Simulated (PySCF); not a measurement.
**Accurate constants of BaS, step by step**

The task here is to estimate one member of a computed series from the others.

The runs use PySCF 2.14.0; CCSD(T) on RHF, spin-free X2C with a Gaussian nucleus.

The first run:

```
molecule             : BaS
state                : singlet, unpaired electrons none
smaller basis        : Ba cc-pwCVDZ-X2C, S aug-cc-pVDZ-DK
larger basis         : Ba cc-pwCVTZ-X2C, S aug-cc-pVTZ-DK
frozen core orbitals : 28
extrapolation        : correlation as n⁻³ (n = 2, 3), Hartree–Fock as (n+1)·exp(−9√n)
corrections          : core–valence correlation
distances (Å)        : 2.2068, 2.3071, 2.4074, 2.5077, 2.6080, 2.7334, 2.8588
masses (u)           : 137.9052, 31.9721
dissociation limit   : Ba + S
```

Started as:

```console
$ OMP_NUM_THREADS=4 python comp.py task.json out
```

One table of the session follows, with a row left open; its other results are not shown here.

Differences from the measured constants:

```
                 level  Re (mÅ)  ωe (%)
CCSD(T), smaller basis        ?       ?
 CCSD(T), larger basis      +44    -3.4
                HF/CBS      +46    +1.0
               MP2/CBS      +11    +1.1
              CCSD/CBS      +18    +1.3
           CCSD(T)/CBS      +27    -1.4
        CCSD(T)/CBS+CV      +25    -1.3
```

Estimate the missing values for CCSD(T), smaller basis.

**Answer.** Re (mÅ): +119; ωe (%): -9.8. In the column «Re (mÅ)» it is the highest.

An extrapolation from double and triple zeta is rough, so this isn't yet the limit.
